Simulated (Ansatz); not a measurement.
# BrClF₂Si: up Jacob's ladder to CCSD(T)

Aim: compute BrClF₂Si with functionals from several rungs and with coupled cluster, and see how far each lands from CCSD(T) at the basis-set limit for the atomisation energy.

Program: Ansatz 0.2.0, Gaussian basis. Level of theory: functionals in def2-TZVPP, the program's frozen cores in correlated methods. These are calculated values, not measurements.

The runs, in order: LDA (SPW92), PBE-D4, revPBE-D4, BLYP-D4, r2SCAN-D4, B97M-V, PBE0-D4, B3LYP-D4, r2SCANh-D4, r2SCAN0-D4, HSE06-D4, BHLYP-D4, CAM-B3LYP-D4, LC-ωPBE, ωB97X-V, ωB97M-V, B2PLYP, PBE-QIDH; CCSD(T)/def2-SVP; CCSD(T)/def2-TZVPP; MP2/def2-QZVPP; extrapolation to the limit; RPA on PBE.

## 1. The relaxed structure

All runs share one geometry, relaxed beforehand with PBE0-D4 in a triple-zeta def2 set.

SMILES `F[Si](F)(Cl)Br`, 5 atoms, charge 0, spin multiplicity 1.

Atoms are counted from 1 here; the program's logs count them from 0.

Bond lengths: F1–Si2 1.572 Å, Si2–F3 1.572 Å, Si2–Cl4 2.009 Å, Si2–Br5 2.171 Å. Angles: F1–Si2–F3 107.6°, F1–Si2–Cl4 109.1°, F1–Si2–Br5 109.4°, F3–Si2–Cl4 109.1°, F3–Si2–Br5 109.4°, Cl4–Si2–Br5 112.2°.

## 2. LDA

This LDA is Slater exchange with PW92 correlation.

in.yaml reads:

```yaml
crystal:
  periodic: [false, false, false]
  atoms:
    - {symbol: F, position_ang: [1.306498, -0.989616, 0.151684]}
    - {symbol: Si, position_ang: [0.026241, -0.082367, 0.061328]}
    - {symbol: F, position_ang: [-0.678776, -0.115039, 1.465680]}
    - {symbol: Cl, position_ang: [-1.221416, -0.841401, -1.318513]}
    - {symbol: Br, position_ang: [0.617353, 1.954924, -0.401580]}
basis:
  gaussian: {orbitals: def2-TZVPP}
hamiltonian: {xc: lda}
output: {orbitals: {seedname: orbitals}}
```

Further steps of the session: PBE-D4 (GGA); revPBE-D4 (GGA); BLYP-D4 (GGA); r2SCAN-D4 (meta-GGA); B97M-V (meta-GGA); PBE0-D4 (hybrid); B3LYP-D4 (hybrid); r2SCANh-D4 (hybrid); r2SCAN0-D4 (hybrid); HSE06-D4 (hybrid); BHLYP-D4 (hybrid); CAM-B3LYP-D4 (range-separated); LC-ωPBE-D4 (range-separated); ωB97X-V (range-separated); ωB97M-V (range-separated); B2PLYP (double hybrid); PBE-QIDH (double hybrid); CCSD(T) in def2-SVP; CCSD(T) in def2-TZVPP; MP2 in def2-QZVPP; RPA on PBE orbitals.

**Question.** What will the summary of the whole plan be? Wanted: atomisation energy, CCSD(T)/CBS; farthest beyond LDA; mean size of error, GGA; mean size of error, meta-GGA; mean size of error, hybrid; mean size of error, range-separated; mean size of error, double hybrid; gap, smallest and largest; T1 diagnostic.

The runs gave:

| quantity | value |
| --- | --- |
| atomisation energy, CCSD(T)/CBS | 1951.0 kJ/mol |
| functionals within 19.5 kJ/mol (1.0 %) | PBE-D4, r2SCAN-D4, B97M-V, ωB97X-V, ωB97M-V |
| farthest beyond LDA | BHLYP-D4 (-123.6 kJ/mol) |
| mean size of error, GGA | 40.4 kJ/mol |
| mean size of error, meta-GGA | 6.3 kJ/mol |
| mean size of error, hybrid | 58.2 kJ/mol |
| mean size of error, range-separated | 29.3 kJ/mol |
| mean size of error, double hybrid | 44.0 kJ/mol |
| gap, smallest and largest | 6.51 eV (LDA (SPW92)), 14.15 eV (LC-ωPBE) |
| T1 diagnostic | 0.0095 |
| triples share of the correlation energy | 3.3 % |

In words: The LDA atomisation energy is off by 280.6 kJ/mol (14 %): it overbinds. PBE-D4 misses by +6.4 kJ/mol. Double hybrids carry the basis error of their MP2 part in triple zeta, and no dispersion term here, so their miss is partly the set-up's. By mean error the best rung here is meta-GGA (6.3 kJ/mol) and the worst beyond LDA is hybrid (58.2 kJ/mol). The mean of the hybrids holds BHLYP, with half exact exchange. RPA and LDA stand outside this count. The reference freezes the cores and leaves out relativity and excitations past (T), and its outer-core shells are covered unevenly, so misses under about 19.5 kJ/mol can't be ranked. All levels share the lack of spin-orbit coupling, which lowers the free heavy atoms and so the true binding. Hartree-Fock recovers 73 % of the binding; the rest is correlation. CCSD(T) in def2-SVP is off by -221.7 kJ/mol, so the small basis spoils what the method gains. The gap grows from 6.5 to 14.2 eV across the functionals, mostly with the share of exact exchange. Correlated methods include outer-core shells of Br, which these sets cover unevenly.
